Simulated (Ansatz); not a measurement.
# FH₃NOSi radical: how energies converge with the basis set

An exercise on one series of results from a longer session: the logs are not shown, and one member is left open.

Program: Ansatz 0.2.0, Gaussian basis. Level of theory: one geometry, several basis sets. These are calculated values, not measurements.

The runs, in order: PBE0-D4/def2-SVP; ωB97M-V/def2-SVP; PBE0-D4/def2-QZVPP; ωB97M-V/def2-QZVPP; the functionals' def2-TZVPP values are taken from earlier runs.

**Structure used throughout**

All runs share one geometry, relaxed beforehand with PBE0-D4 in a triple-zeta def2 set.

SMILES `N[Si](O)F`, 7 atoms, charge 0, spin multiplicity 2.

Atoms are counted from 1 here; the program's logs count them from 0.

Bond lengths: N1–Si2 1.703 Å, N1–H5 1.007 Å, N1–H6 1.007 Å, Si2–O3 1.641 Å, Si2–F4 1.603 Å, O3–H7 0.959 Å. Angles: Si2–N1–H5 119.8°, Si2–N1–H6 120.1°, H5–N1–H6 112.0°, N1–Si2–O3 105.6°, N1–Si2–F4 105.9°, O3–Si2–F4 112.4°, Si2–O3–H7 116.5°.

The first run:

in.yaml

```yaml
crystal:
  periodic: [false, false, false]
  atoms:
    - {symbol: N, position_ang: [-0.466119, 1.085283, -0.071794]}
    - {symbol: Si, position_ang: [0.029972, -0.446939, 0.480385]}
    - {symbol: O, position_ang: [1.137423, -0.972607, -0.610501]}
    - {symbol: F, position_ang: [-1.291315, -1.355129, 0.497636]}
    - {symbol: H, position_ang: [0.223961, 1.777907, -0.314605]}
    - {symbol: H, position_ang: [-1.310158, 1.502181, 0.286425]}
    - {symbol: H, position_ang: [1.737437, -1.658794, -0.313246]}
basis:
  gaussian: {orbitals: def2-SVP}
magnetization: {spin_polarized: true, initial_magnetization: 1}
hamiltonian: {xc: pbe0, dispersion: d4}
output: {orbitals: {seedname: orbitals}}
```

Among the steps run: PBE0-D4 in def2-SVP; ωB97M-V in def2-SVP; PBE0-D4 in def2-QZVPP; ωB97M-V in def2-QZVPP.

One table of the session follows, with a row left open; its other results are not shown here.

It belongs to the step «Density functionals: the series». 

```
functional       basis  HOMO (eV)  LUMO (eV)
   PBE0-D4    def2-SVP          ?          ?
   PBE0-D4  def2-TZVPP      -5.83      -1.85
   PBE0-D4  def2-QZVPP      -5.91      -1.99
   ωB97M-V    def2-SVP      -7.40      -0.09
   ωB97M-V  def2-TZVPP      -7.65      -0.32
   ωB97M-V  def2-QZVPP      -7.73      -0.51
```

Estimate the missing values for PBE0-D4, def2-SVP.

As computed: HOMO (eV): -5.58; LUMO (eV): -1.72. In the column «HOMO (eV)» it is the highest.
